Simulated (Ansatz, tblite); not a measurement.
**(BeO)4 ring (Be₄O₄): a ladder of methods and basis sets**

How do method and basis change the picture of (BeO)4 ring (Be₄O₄) (singlet)?

Method: as each input shows; program: Ansatz 0.2.0, Gaussian basis.

Levels to be run: GFN1-xTB, GFN2-xTB, PBE-D4/def2-TZVP, r2SCAN-D4/def2-TZVP, ωB97M-V/def2-TZVP, B97M-V/def2-TZVP, revPBE-D4/def2-TZVP, BHLYP-D4/def2-TZVP, r2SCAN0-D4/def2-TZVP, HF/def2-TZVP, B3LYP-D4/def2-TZVP, PBE-D4/def2-SVP, PBE0-D4/def2-SVP, HF/6-31G, B3LYP-D4/6-31G, PBE0-D4/def2-TZVPD, PBE-D4/def2-TZVPD, r2SCAN-D4/def2-TZVPD, CCSD(T)/def2-TZVPP, MP2/def2-TZVP, RPA/def2-TZVP.

### Step 1. The structure

The singlet was relaxed beforehand with PBE-D4/def2-SVP.

8 atoms, charge 0, spin multiplicity 1.

Bond lengths: Be1–O2 1.456 Å, Be1–O8 1.456 Å, O2–Be3 1.456 Å, Be3–O4 1.456 Å, O4–Be5 1.456 Å, Be5–O6 1.456 Å, O6–Be7 1.456 Å, Be7–O8 1.456 Å. Angles: O2–Be1–O8 158.0°, Be1–O2–Be3 112.0°, O2–Be3–O4 158.0°, Be3–O4–Be5 112.0°, O4–Be5–O6 158.0°, Be5–O6–Be7 112.0°, O6–Be7–O8 158.0°, Be1–O8–Be7 112.0°.

PBE0-D4/def2-TZVP was run before; its log isn't repeated, and its numbers join the tables.

### Step 2. GFN1-xTB

Tight binding, by tblite at 300 K electronic temperature and without a spin-polarisation term:

```python
tblite.interface.Calculator('GFN1-xTB', numbers, positions, charge=0, uhf=0).singlepoint()
```

Energy -602.2879 eV, HOMO -11.41 eV, LUMO -6.76 eV; 0.004 s.

### Step 3. GFN2-xTB

Tight binding, by tblite at 300 K electronic temperature and without a spin-polarisation term:

```python
tblite.interface.Calculator('GFN2-xTB', numbers, positions, charge=0, uhf=0).singlepoint()
```

Energy -526.2475 eV, HOMO -11.74 eV, LUMO -6.45 eV; 0.004 s.

### Step 4. PBE-D4/def2-TZVP

start.molden holds the orbitals of an earlier run on this state, given as this run's starting guess.

in.yaml

```yaml
crystal:
  periodic: [false, false, false]
  atoms:
    - {symbol: Be, position_ang: [0.991094, -0.944008, 1.019629]}
    - {symbol: O, position_ang: [-0.321258, -1.500794, 1.315429]}
    - {symbol: Be, position_ang: [-1.374684, -0.848425, 0.550912]}
    - {symbol: O, position_ang: [-1.981006, 0.079839, -0.392715]}
    - {symbol: Be, position_ang: [-0.991098, 0.944019, -1.019620]}
    - {symbol: O, position_ang: [0.321180, 1.501216, -1.314959]}
    - {symbol: Be, position_ang: [1.374698, 0.848425, -0.550931]}
    - {symbol: O, position_ang: [1.981074, -0.080261, 0.392245]}
basis:
  gaussian: {orbitals: def2-TZVP, initial_orbitals: start.molden}
hamiltonian: {xc: pbe, dispersion: d4}
scf: {omitted_lower_state_checks: [starts]}
output: {orbitals: {seedname: orbitals}}
```

The run is started by

```console
$ ansatz run in.yaml --threads 4 --pin off --events-out ev --progress --plain --max-ram 3916MiB
```

Further steps of the session: r2SCAN-D4/def2-TZVP; ωB97M-V/def2-TZVP; B97M-V/def2-TZVP; revPBE-D4/def2-TZVP; BHLYP-D4/def2-TZVP; r2SCAN0-D4/def2-TZVP; HF/def2-TZVP; B3LYP-D4/def2-TZVP; PBE-D4/def2-SVP; PBE0-D4/def2-SVP; HF/6-31G; B3LYP-D4/6-31G; PBE0-D4/def2-TZVPD; PBE-D4/def2-TZVPD; r2SCAN-D4/def2-TZVPD; CCSD(T)/def2-TZVPP; MP2/def2-TZVP; RPA/def2-TZVP.

Q: Predict the results of all the runs planned. Wanted: gap in def2-TZVP, named functionals and Hartree-Fock, smallest and largest; correlation energy, CCSD(T)/def2-TZVPP; correlation energy, MP2/def2-TZVP; binding an atom, CCSD(T)/def2-TZVPP; PBE0 total energy, smallest basis above largest.

The runs gave:

```
                                                                  quantity                               value
gap in def2-TZVP, named functionals and Hartree-Fock, smallest and largest  4.99 eV (revPBE-D4), 13.25 eV (HF)
                                    correlation energy, CCSD(T)/def2-TZVPP                           -34.10 eV
                                         correlation energy, MP2/def2-TZVP                           -32.79 eV
                                       binding an atom, CCSD(T)/def2-TZVPP                            4.677 eV
                           PBE0 total energy, smallest basis above largest     12.33 eV (def2-SVP, def2-TZVPD)
```

What this shows: Orbital gaps of the named functionals and Hartree-Fock in def2-TZVP span 4.99 eV (revPBE-D4) to 13.25 eV (HF); exact exchange widens it. A small miss in a minimal or small basis is a cancelling of errors, not accuracy. The functionals in def2-TZVP miss CCSD(T)/def2-TZVPP by +0.092 (BHLYP-D4) to +0.467 eV (PBE-D4) an atom. CCSD(T)/def2-TZVPP isn't at the basis-set limit; small misses against it rank nothing.
